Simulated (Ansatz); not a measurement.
# Ti2VPt13: the cost of one run

All numbers below are computed with Ansatz 0.2.0 (DFT PBE, scalar-relativistic, plane waves, PAW).

## (1) Starting point

The cell holds 16 atoms (Pt13Ti2V): a = 5.659 Å, b = 5.659 Å, c = 9.054 Å, α = 90.00°, β = 90.00°, γ = 120.00°.

The sites of an ideal hcp lattice, at a guessed lattice constant, take 13 Pt, 1 V, 2 Ti (sublattices apart by semicolons), with a shake of 0.02 Å. Warren-Cowley parameters of the first shell (negative: unlike neighbours preferred): Pt-Ti -0.03, Pt-V -0.23, Ti-V +1.00. In a cell this small the draw can fall short of the order aimed at.

As a file:

```
CELL_PARAMETERS angstrom
2.82945 -4.90075 0.00000
2.82945 4.90075 0.00000
0.00000 0.00000 9.05424
ATOMIC_POSITIONS crystal
Ti 0.66648 0.32844 0.87320
Ti 0.66632 0.83627 0.87671
V 0.67277 0.33823 0.37123
Pt 0.33270 0.16709 0.12652
Pt 0.33728 0.16905 0.62257
Pt 0.82636 0.15947 0.12533
Pt 0.83787 0.17050 0.62370
Pt 0.33207 0.66281 0.12312
Pt 0.33121 0.66500 0.62471
Pt 0.83308 0.66634 0.12662
Pt 0.83488 0.66889 0.62556
Pt 0.17461 0.33652 0.37394
Pt 0.16525 0.33417 0.87372
Pt 0.66455 0.83069 0.37343
Pt 0.16942 0.83733 0.37257
Pt 0.16929 0.83568 0.87765
```

## (2) Relaxing on a coarse mesh

Cell and atoms move without symmetry, on a coarse mesh with loose thresholds.

input.yaml reads:

```yaml
crystal:
  lattice:
    - [2.8294501, -4.9007513, 0.0]
    - [2.82945008, 4.9007513, 0.0]
    - [0.0, 0.0, 9.0542403]
  atoms:
    - { symbol: Ti, position: [0.6664778418, 0.3284425441, 0.8731964242] }
    - { symbol: Ti, position: [0.6663156524, 0.836267286, 0.8767092131] }
    - { symbol: V, position: [0.6727713165, 0.3382310015, 0.3712293988] }
    - { symbol: Pt, position: [0.332695325, 0.1670893424, 0.1265218736] }
    - { symbol: Pt, position: [0.3372770342, 0.1690527216, 0.622566699] }
    - { symbol: Pt, position: [0.8263594556, 0.1594710728, 0.12533393] }
    - { symbol: Pt, position: [0.8378735428, 0.1705003833, 0.6236961055] }
    - { symbol: Pt, position: [0.3320699959, 0.6628123875, 0.1231165358] }
    - { symbol: Pt, position: [0.3312095303, 0.6649958845, 0.6247061745] }
    - { symbol: Pt, position: [0.8330849382, 0.6663367239, 0.1266153377] }
    - { symbol: Pt, position: [0.8348785736, 0.6688874612, 0.625557706] }
    - { symbol: Pt, position: [0.174611215, 0.3365167123, 0.3739398075] }
    - { symbol: Pt, position: [0.1652527626, 0.3341736226, 0.8737235928] }
    - { symbol: Pt, position: [0.6645451376, 0.8306932237, 0.3734325722] }
    - { symbol: Pt, position: [0.1694153223, 0.8373317469, 0.3725683514] }
    - { symbol: Pt, position: [0.1692912264, 0.8356839833, 0.8776484077] }
  symmetry: { detect: false }
basis:
  ecutwfc: 420
kpoints:
  mp_grid: { grid: [3, 3, 2], shift: [0.0, 0.0, 0.5] }
hamiltonian:
  xc: pbe
scf:
  occupations: { method: gaussian, width: 0.1 }
  lower_state_search: "off"
output:
  forces: true
  stress: true
  eigenvalues: true
relax:
  adjacent_minimum: "off"
  f_tol: 0.04
  max_steps: 50
  cell: { stress_tol: 0.3 }
```

Launch:

```bash
$ ansatz run input.yaml --threads 4 --pin off --max-ram 9216MiB --backend cpu --events-out ev --progress --plain --runs-dir out
```

Q: Estimate wall time and peak memory on 4 threads of Intel Xeon at 2.50GHz (Skylake/Cascade Lake), shared host.

About 2.5 min, with a peak of 1.2 GiB.
